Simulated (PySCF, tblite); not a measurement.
# C₆H₆OP₂S: geometry, infrared bands and NMR shifts

Wanted: the infrared bands and NMR shifts of C₆H₆OP₂S (`CSc1cpc(C=O)cp1`), by calculation.

Programs: tblite 0.8.0 and PySCF 2.14.0, with density-fitted response routines of our own. Each step states its level of theory. These are calculated values for one molecule in the gas phase, unless marked as measured. Atoms are numbered from 0 throughout.

### Step 1. Starting geometry

16 atoms, charge 0, multiplicity 1; geometry from: force field or distance geometry start.

Bonds of the start (Å): C0–S1 1.84, S1–C2 1.78, C2–C3 1.39, C3–P4 1.76, P4–C5 1.75, C5–C6 1.47, C6–O7 1.25, C5–C8 1.39, C8–P9 1.74, P9–C2 1.76, C0–H10 1.12, C0–H11 1.09, C0–H12 1.13, C3–H13 1.09, C6–H14 1.10, C8–H15 1.08.

### Step 2. Geometry optimisation with GFN2-xTB

Job settings and geometry (Å):

```
{"job": {"kind": "relax", "xc": "GFN2-xTB", "basis": "xTB"}, "charge": 0, "multiplicity": 1}
C      3.549800    -0.701700     0.476900
S      2.680600    -0.062800    -1.018400
C      0.998400     0.190400    -0.505600
C      0.533400     1.396600     0.004800
P     -1.137300     1.611100     0.501200
C     -2.276200     0.290100     0.309000
C     -3.684800     0.429800     0.696200
O     -4.448800    -0.548400     0.551900
C     -1.800200    -0.903900    -0.210900
P     -0.142200    -1.134900    -0.690600
H      2.989100    -1.639200     0.743500
H      4.593400    -0.886100     0.215100
H      3.417600     0.091700     1.263600
H      1.216000     2.237600     0.140100
H     -4.027000     1.385800     1.111600
H     -2.469500    -1.747200    -0.332600
```

On the command line:

```sh
> OMP_NUM_THREADS=1 python probes_run.py task.json out
```

One launch serves the whole session: the jobs run in the order shown.

**Question.** This job is followed by: GFN2-xTB harmonic vibrations, gas phase; GIAO PBE0/pcSseg-1 NMR shielding, non-relativistic, gas phase. Predict these results of the whole session: strongest single infrared mode (GFN2-xTB); zero-point energy (GFN2-xTB); ¹³C shifts against TMS (PBE0/pcSseg-1); ¹H shifts against TMS (PBE0/pcSseg-1, means over atoms taken as alike); ³³S shifts against CS2 (PBE0/pcSseg-1); ³¹P shifts against H3PO4 (PBE0/pcSseg-1); ¹⁷O shifts against H2O (PBE0/pcSseg-1).

As calculated:

| quantity | value |
| --- | --- |
| strongest single infrared mode (GFN2-xTB) | 1732 cm⁻¹, 630 km/mol |
| zero-point energy (GFN2-xTB) | 64.0 kcal/mol |
| ¹³C shifts against TMS (PBE0/pcSseg-1) | 195.8, 193.7, 168.8, 166.1, 160.6, 23.3 ppm |
| ¹H shifts against TMS (PBE0/pcSseg-1, means over atoms taken as alike) | 10.62, 10.26, 9.70, 2.79 ppm |
| ³³S shifts against CS2 (PBE0/pcSseg-1) | 112 ppm |
| ³¹P shifts against H3PO4 (PBE0/pcSseg-1) | 280.3, 209.2 ppm |
| ¹⁷O shifts against H2O (PBE0/pcSseg-1) | 650.8 ppm |

**Reading.** Relaxing lowered the energy by 1.413 eV in 140 steps; the close pair that moved most is C6–O7, from 1.250 to 1.205 Å. No mode is imaginary among the 42: a minimum at this level. The strongest single mode, at 1732 cm⁻¹, moves mainly C6 and O7. GFN2-xTB is a fitted tight-binding method: band positions and strengths are rough. Its intensities can rank the bands wrongly. At PBE0/pcSseg-1: The largest span, 1329 ppm, is at O7, where the paramagnetic term is -715 ppm. NICS(1)zz of -21 ppm above the planar ring from C2 marks a diatropic (aromatic) ring current.
